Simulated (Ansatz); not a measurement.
# B4Ru: the cost of one run

Program: Ansatz 0.2.0. Level of theory: DFT PBE, scalar-relativistic, plane waves, PAW. These are calculated values, not measurements.

1 further run of the same task is left out (it didn't finish). Runs told in other sessions of the task aren't counted.

## 1. The system as given

The structure is cubic, space group Im-3m (No. 229). The conventional cell has a = 4.395 Å, b = 4.395 Å, c = 4.395 Å, α = 90.00°, β = 90.00°, γ = 90.00°. B (site symmetry -3m) is surrounded by 2 Ru at 1.90 Å. Around Ru (site symmetry m-3m) lie 8 B at 1.90 Å.

Structure file:

```
B Ru
1.0
    -2.19735    2.19735    2.19735
     2.19735   -2.19735    2.19735
     2.19735    2.19735   -2.19735
B Ru
4 1
Direct
  0.50000 0.50000 0.50000
  0.50000 0.00000 0.00000
  0.00000 0.00000 0.50000
  0.00000 0.50000 0.00000
  0.00000 0.00000 0.00000
```

The cell is invented: species swapped into a database cell of Hg4Pt (Im-3m, No. 229), with B on the Hg sites and Ru on the Pt sites. The dimensions are guesses.

## 2. The guess as it stands, on a coarse mesh

input.yaml reads:

```yaml
crystal:
  lattice:
    - [-2.19735009, 2.19735009, 2.19735009]
    - [2.19735009, -2.19735009, 2.19735009]
    - [2.19735009, 2.19735009, -2.19735009]
  atoms:
    - { symbol: B, position: [0.5, 0.5, 0.5] }
    - { symbol: B, position: [0.5, 0.0, 0.0] }
    - { symbol: B, position: [0.0, 0.0, 0.5] }
    - { symbol: B, position: [0.0, 0.5, 0.0] }
    - { symbol: Ru, position: [0.0, 0.0, 0.0] }
basis:
  ecutwfc: 420
kpoints:
  mp_grid: { grid: [6, 6, 6] }
hamiltonian:
  xc: pbe
scf:
  occupations: { method: gaussian, width: 0.1 }
  lower_state_search: "off"
output:
  forces: true
  stress: true
  eigenvalues: true
```

Started as:

```bash
$ ansatz run input.yaml --threads 1 --pin off --max-ram 2560MiB --backend cpu --events-out ev --progress --plain --runs-dir out
```

**Question.** How long does this run take on 1 thread of Intel Xeon at 2.50GHz (Skylake/Cascade Lake), shared host, and how much memory does it need?

About 2.5 s, with a peak of 0.32 GiB.
